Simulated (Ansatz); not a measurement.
# Platinum, simple cubic under m-r²SCAN: structure, energy and stiffness

The plan for platinum in the simple cubic structure: relax it, solve it on a dense k-mesh, then scale the cell to 7 volumes from 88 to 112 % of the relaxed one and try a fit of the equation of state. The start is ferromagnetic. The k-meshes are 12×12×12 for the relaxation; 20×20×20 for the dense run; 14×14×14 for the volumes.

This is Pt in the simple cubic structure; at room conditions it is fcc.

Program: Ansatz 0.2.0. Level of theory: DFT m-r2SCAN, plane waves (500 eV) with PAW, scalar-relativistic; PBE-made PAW files; m-r²SCAN is r²SCAN on the gauge-invariant kinetic-energy density. These are calculated values, not measurements.

### 1 The system as given

The structure is cubic, space group Pm-3m (No. 221). Conventional cell: a = 2.536 Å, b = 2.536 Å, c = 2.536 Å, α = 90.00°, β = 90.00°, γ = 90.00°. Around Pt (site symmetry m-3m) lie 6 Pt at 2.54 Å.

As a file:

```
CELL_PARAMETERS angstrom
2.53562 0.00000 0.00000
0.00000 2.53562 0.00000
0.00000 0.00000 2.53562
ATOMIC_POSITIONS crystal
Pt 0.00000 0.00000 0.00000
```

Starting moments (μB): +1.

### 2 Relaxation of the cell

File input.yaml:

```yaml
crystal:
  lattice:
    - [2.5356188197, 0.0, 0.0]
    - [0.0, 2.5356188197, 0.0]
    - [0.0, 0.0, 2.5356188197]
  atoms:
    - { symbol: Pt, position: [0.0, 0.0, 0.0], spin: 1.0 }
hamiltonian:
  xc: mr2scan
  pseudopotentials:
    kind: paw
    azcp:
      Pt: "pseudopotentials/Pt.paw.azcp"
basis:
  ecutwfc: 500
  fft_grid_basis: typed
kpoints:
  mp_grid: { grid: [12, 12, 12], shift: [0, 0, 0] }
magnetization:
  spin_polarized: true
scf:
  occupations: { method: fermi_dirac, width: 0.05 }
relax:
  max_steps: 60
  f_tol: 0.01
  cell: {}
output:
  write_density: true
  write_potential: true
  elf: true
  volumetric_format: npy
```

The run is started by

```bash
ansatz run input.yaml --threads 2 --pin off --max-ram 6144MiB --backend cpu --events-out ev --progress --plain --runs-dir out
```

The runs that follow: Dense single point; Volume × 0.88; Volume × 0.92; Volume × 0.96; Volume × 1.0; Volume × 1.04; Volume × 1.08; Volume × 1.12.

Before running it: what results should come out? Wanted: space group; conventional cell; volume; shortest distance; gap on the mesh; magnetic state; relative to fcc; V₀, B₀, B₀′.

As calculated:

| quantity | value |
| --- | --- |
| space group (spins left aside) | Pm-3m (No. 221) |
| conventional cell | a = 2.603 Å |
| volume | 17.645 Å³/atom |
| shortest distance | 2.603 Å |
| gap on the mesh | none (levels filled in part) |
| magnetic state | non-magnetic |
| relative to fcc | +435 meV/atom |
| V₀, B₀, B₀′ | 17.655 Å³/atom, 205 GPa, 5.2 |

**Reading.** From the guessed start the volume grew by 8.2 % in 5 steps. It lies 435 meV/atom above the element's reference form at the same level (fcc, from a run of its own), so it is far from stable. The moments die out: the run ends non-magnetic. Levels at the Fermi energy are filled in part, as in a metal. B₀ comes out at 205 GPa. Relaxation kept the symmetry; phonons were not checked.
